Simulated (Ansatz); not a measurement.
This was printed by a script on the Python package of Ansatz (0.2.0), for a ladder of methods at one geometry of C2H5FSi, SMILES FC1C[SiH2]1. What did the script look like? Level of theory (for the species named): HSE06, cc-pVDZ basis, multiplicity 1. The script varies functional: hse06, lda, b3lyp, blyp, hf, pbe.

```
atom    x (Å)    y (Å)    z (Å)
   F  -1.4816   0.9297   1.0263
   C  -0.7937   0.5539  -0.0804
   C   0.6510   0.5820   0.0550
  Si  -0.0597  -1.1261  -0.1037
   H  -1.2357   0.9395  -0.9999
   H   1.1012   0.7676   1.0482
   H   1.3207   0.8433  -0.7780
   H   0.4000  -1.6929  -1.3832
   H   0.1863  -1.8433   1.1986
```

```console
$ python methods.py
[INFO] functional    E (Ha)        dipole (D)   HOMO (eV)  LUMO (eV)
[INFO] hse06         -468.154805     1.420      -6.191     -0.434
[INFO] lda           -465.931370     1.297      -5.547     -0.970
[INFO] b3lyp         -468.498554     1.385      -6.357     -0.280
[INFO] blyp          -468.413199     1.208      -5.271     -0.759
[INFO] hf            -466.933578     1.866      -9.098      3.077
[INFO] pbe           -468.126432     1.225      -5.438     -0.854
```

The script that was run (others could print the same):

The script, `methods.py`:
```python
"""C2H5FSi at several levels of theory."""

from pathlib import Path
import logging
import sys

import ansatz as az
import numpy as np

logging.basicConfig(stream=sys.stdout, format="[%(levelname)s] %(message)s")
log = logging.getLogger("c2h5fsi")
log.setLevel(logging.INFO)

params = {
    "basis_set": "cc-pVDZ",
}

geometry_ang = [
    ("F", (-1.4816, 0.9297, 1.0263)),
    ("C", (-0.7937, 0.5539, -0.0804)),
    ("C", (0.651, 0.582, 0.055)),
    ("Si", (-0.0597, -1.1261, -0.1037)),
    ("H", (-1.2357, 0.9395, -0.9999)),
    ("H", (1.1012, 0.7676, 1.0482)),
    ("H", (1.3207, 0.8433, -0.778)),
    ("H", (0.4, -1.6929, -1.3832)),
    ("H", (0.1863, -1.8433, 1.1986)),
]
molecule = az.Crystal.molecule()
for symbol, xyz in geometry_ang:
    molecule = molecule.atom(symbol, xyz)

model = molecule.calculation().basis(gaussian=params["basis_set"])

log.info("functional    E (Ha)        dipole (D)   HOMO (eV)  LUMO (eV)")
for name in ["hse06", "lda", "b3lyp", "blyp", "hf", "pbe"]:
    summary = model.functional(name).forces().orbitals().run(threads=1, runs_dir="runs").report
    lines = Path(summary["orbitals_path"]).read_text().splitlines()
    field_of = lambda key: [line.split("=")[1].strip() for line in lines if line.startswith(key)]
    orbitals = [(27.211386 * float(e), s, float(n)) for e, s, n in zip(field_of("Ene="), field_of("Spin="), field_of("Occup="))]
    homo = max(e for e, _, n in orbitals if n > 0.5)
    lumo = min(e for e, _, n in orbitals if n < 0.5)
    dipole = 4.803205 * np.linalg.norm(summary["charge_distribution"]["dipole_moment_e_ang"])
    log.info(f"{name:10s} {summary['free_energy_ev'] / 27.211386246:14.6f} {dipole:9.3f} {homo:11.3f} {lumo:10.3f}")
```

Total energies depend on the basis set; only differences at equal settings carry meaning. The geometry is a force-field or estimated start, not a minimum of this method, and the basis set is short of its limit. A lower total doesn't mark the better method: functionals have no common bound, and MP2 and coupled cluster aren't variational. b3lyp holds the VWN-RPA fit, as in Gaussian; the form of ORCA and Turbomole is b3lyp5. Levels such as HOMO and LUMO are orbital energies: with these approximate functionals they aren't the ionisation energy and electron affinity, and their gap isn't the fundamental gap. For Al to Cl the sets with a tight d function, cc-pV(X+d)Z, are usual. hse06 follows the composition of plane-wave codes, whose totals differ by tens of mHa, up to about 0.1 Ha, from the form usual in Gaussian-basis programs (wpbeh). Timing: 15 s on 1 thread of Arm Neoverse V2, on a shared host, peak memory 0.23 GiB.
